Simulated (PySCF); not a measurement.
# C5H6OS (3-methoxythiophene): the cost of one run

Programs: PySCF 2.14.0, with routines of our own; each step states its level. All values are computed. Atoms count from 0.

## Step 1: The system as given

13 atoms, charge 0, multiplicity 1; geometry from: GFN2-xTB.

## Step 2: Relaxing the molecule at PBE0-D3(BJ)/def2-SVP

What the job is given:

```
{"job": {"xc": "PBE0", "basis": "def2-SVP", "d3": "d3bj", "grid": 2, "kind": "geom"}, "charge": 0, "multiplicity": 1}
C      2.212403     0.029691    -0.004739
O      1.072326     0.846318    -0.109563
C     -0.133006     0.225919    -0.035332
C     -1.327031     0.999285    -0.114556
C     -2.442100     0.239092    -0.017999
S     -2.077437    -1.429409     0.167609
C     -0.385063    -1.104696     0.115887
H      2.252657    -0.702904    -0.817688
H      2.237300    -0.497674     0.954732
H      3.068669     0.698376    -0.073913
H     -1.317180     2.065721    -0.238680
H     -3.465628     0.554089    -0.043539
H      0.299701    -1.923322     0.200053
```

Command:

```sh
> OMP_NUM_THREADS=1 python excited_run.py task.json out
```

One launch serves the whole session: the jobs run in the order shown.

**Question.** How long does this first job take on 1 thread of Intel Xeon Platinum 8488C, shared host, and how much memory does it need?

About 33 s, with a peak of 0.73 GiB.
